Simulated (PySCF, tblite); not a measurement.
# C4H10N2Si2: geometry, infrared bands and NMR shifts

What infrared bands and NMR shifts should C4H10N2Si2 (`C=C[Si@@H](CC#N)[SiH2]N`) show?

The runs use tblite 0.8.0 and PySCF 2.14.0, with density-fitted response routines of our own; the level of theory stands in each step. All values are computed, except where a source is named. Atoms count from 0, in the outputs and in this text.

## 1. Starting geometry

18 atoms, charge 0, multiplicity 1; geometry from: force field or distance geometry start.

Bonds of the start (Å): C0–C1 1.33, C1–Si2 1.87, Si2–C3 1.85, C3–C4 1.47, C4–N5 1.15, Si2–Si6 2.34, Si6–N7 1.70, C0–H8 1.09, C0–H9 1.09, C1–H10 1.08, Si2–H11 1.49, C3–H12 1.11, C3–H13 1.10, Si6–H14 1.48, Si6–H15 1.49, N7–H16 1.02, N7–H17 1.01.

## 2. Optimising the geometry with GFN2-xTB

What the job is given:

```
{"job": {"kind": "relax", "xc": "GFN2-xTB", "basis": "xTB"}, "charge": 0, "multiplicity": 1}
C     -3.126200    -0.238400    -0.366200
C     -1.822400    -0.177700    -0.610600
Si    -0.506000     0.185600     0.662700
C      0.223300    -1.381100     1.319200
C      1.314400    -1.144300     2.281600
N      2.185700    -0.943000     3.006100
Si     1.204500     1.429300    -0.329000
N      2.146100     0.503000    -1.402700
H     -3.559500    -0.056700     0.617700
H     -3.834400    -0.461900    -1.165600
H     -1.442900    -0.370000    -1.604600
H     -1.143700     0.967300     1.764500
H     -0.565600    -1.970600     1.832600
H      0.598000    -2.003100     0.495700
H      0.658400     2.560000    -1.116000
H      2.156600     1.943300     0.688200
H      2.890300     0.039100    -0.890100
H      2.614600     1.125500    -2.048600
```

Run with:

```sh
> OMP_NUM_THREADS=1 python probes_run.py task.json out
```

The driver reads the jobs from task.json and runs them one after another.

**Question.** This job is followed by: GFN2-xTB harmonic vibrations, gas phase; GIAO PBE0/pcSseg-1 NMR shielding, non-relativistic, gas phase. Predict these results of the whole session: strongest single infrared mode (GFN2-xTB); zero-point energy (GFN2-xTB); 13C shifts against TMS (PBE0/pcSseg-1); 1H shifts against TMS (PBE0/pcSseg-1, means over atoms taken as alike); 29Si shifts against TMS (PBE0/pcSseg-1); 15N shifts against NH3 (PBE0/pcSseg-1).

**Answer**, as computed:

| quantity | value |
| --- | --- |
| strongest single infrared mode (GFN2-xTB) | 2143 cm⁻¹, 480 km/mol |
| zero-point energy (GFN2-xTB) | 79.8 kcal/mol |
| 13C shifts against TMS (PBE0/pcSseg-1) | 144.4, 140.5, 126.2, -1.5 ppm |
| 1H shifts against TMS (PBE0/pcSseg-1, means over atoms taken as alike) | 6.48, 6.24, 6.09, 5.30, 4.91, 4.80, 1.88, 1.85, 0.55 ppm |
| 29Si shifts against TMS (PBE0/pcSseg-1) | -44.6, -53.8 ppm |
| 15N shifts against NH3 (PBE0/pcSseg-1) | 292.4, -2.0 ppm |

**Reading.** The optimisation took 182 steps and gained 0.455 eV; among the close pairs (by a distance rule), Si2–C3 changed most, from 1.849 to 1.940 Å. No mode is imaginary among the 48: a minimum at this level. The strongest single mode, at 2143 cm⁻¹, moves mainly H11. GFN2-xTB is a fitted tight-binding method: band positions and strengths are rough. Its intensities can rank the bands wrongly. The most deshielded carbon is C0 (terminal =CH2 carbon), at 144.4 ppm: an sp2 carbon of a C=C bond. At PBE0/pcSseg-1: The widest tensor belongs to N5: span 495 ppm, with a paramagnetic part of -365 ppm.
